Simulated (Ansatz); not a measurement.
# AlClH6Si3: the cost of one run

Computed with the Python package of Ansatz 0.2.0. Level of theory: B3LYP/def2-TZVP.

## (1) The structure

Bond lengths: Al1–Si2 2.310 Å, Si2–Cl3 2.067 Å, Si2–Si4 2.162 Å, Si2–Si5 2.241 Å, Si4–Si5 2.196 Å, Al1–H6 1.669 Å, Al1–H7 1.595 Å, Si4–H8 1.502 Å, Si4–H9 1.517 Å, Si5–H10 1.429 Å, Si5–H11 1.480 Å. Angles (14 of 21 angles, heavy atoms first): Al1–Si2–Cl3 120.9°, Al1–Si2–Si4 114.7°, Al1–Si2–Si5 118.6°, Cl3–Si2–Si4 110.9°, Cl3–Si2–Si5 116.1°, Si4–Si2–Si5 59.8°, Si2–Si4–Si5 61.9°, Si2–Si5–Si4 58.3°, Si2–Al1–H6 119.9°, Si2–Al1–H7 122.8°, Si2–Si4–H8 113.5°, Si2–Si4–H9 116.3°, Si5–Si4–H8 113.4°, Si5–Si4–H9 117.2°.

No structure file is read: the coordinates are typed or built in the script.

## (2) The code

run_spin.py reads:

```python
'''Vertical spin-state energies of AlClH6Si3.'''

import ansatz as az

config = {
    'basis_set': 'def2-TZVP',
    'xc': 'b3lyp',
}

GEOMETRY = '''
Al    0.19060    2.08410   -1.12320
Si    0.61490    0.41260    0.41350
Cl    1.76530    0.78190    2.09110
Si   -1.09510   -0.81520    0.90590
Si    0.52470   -1.71970   -0.26980
H    -0.92430    3.27540   -0.76970
H     0.89250    2.14140   -2.55440
H    -2.31590   -0.49640    0.09090
H    -1.22100   -1.24030    2.35620
H     0.25820   -1.86670   -1.66620
H     1.37530   -2.61410    0.54630
'''


def main() -> None:
    molecule = az.Crystal.molecule()
    for line in GEOMETRY.strip().splitlines():
        symbol, *xyz = line.split()
        molecule = molecule.atom(symbol, [float(v) for v in xyz])

    model = (
        molecule.calculation()
        .basis(gaussian=config['basis_set'])
        .functional(config['xc'])
    )
    found = {}
    for unpaired in [0, 2]:
        report = model.spin('collinear', total=unpaired).run(threads=1).report
        s = unpaired / 2
        found[unpaired] = report['free_energy_ev']
        print(f'2S+1 = {unpaired + 1}: E = {found[unpaired]:.5f} eV, <S^2> = {abs(report["mean_field"]["state"]["spin_squared"]):.3f} (pure state {s * (s + 1):.2f})')
    lowest = min(found, key=found.get)
    for unpaired, e in found.items():
        print(f'multiplicity {unpaired + 1}: {(e - found[lowest]):.3f} eV above the lowest')


if __name__ == '__main__':
    main()
```

## (3) What the engine is handed

The package turns the script's settings into the engine's input (first run):

```yaml
crystal:
  periodic: [false, false, false]
  atoms:
    - { symbol: Al, position_ang: [0.1906, 2.0841, -1.1232] }
    - { symbol: Si, position_ang: [0.6149, 0.4126, 0.4135] }
    - { symbol: Cl, position_ang: [1.7653, 0.7819, 2.0911] }
    - { symbol: Si, position_ang: [-1.0951, -0.8152, 0.9059] }
    - { symbol: Si, position_ang: [0.5247, -1.7197, -0.2698] }
    - { symbol: H, position_ang: [-0.9243, 3.2754, -0.7697] }
    - { symbol: H, position_ang: [0.8925, 2.1414, -2.5544] }
    - { symbol: H, position_ang: [-2.3159, -0.4964, 0.0909] }
    - { symbol: H, position_ang: [-1.221, -1.2403, 2.3562] }
    - { symbol: H, position_ang: [0.2582, -1.8667, -1.6662] }
    - { symbol: H, position_ang: [1.3753, -2.6141, 0.5463] }
basis:
  gaussian:
    orbitals: def2-TZVP
hamiltonian:
  xc: b3lyp
magnetization:
  spin_polarized: true
  initial_magnetization: 0.0
```

## (4) Running it

Started as:

```sh
> python run_spin.py
```

Q: Estimate wall time and peak memory on 1 thread of Arm Neoverse N1, shared host.

About 4.1 min, with a peak of 1.4 GiB.
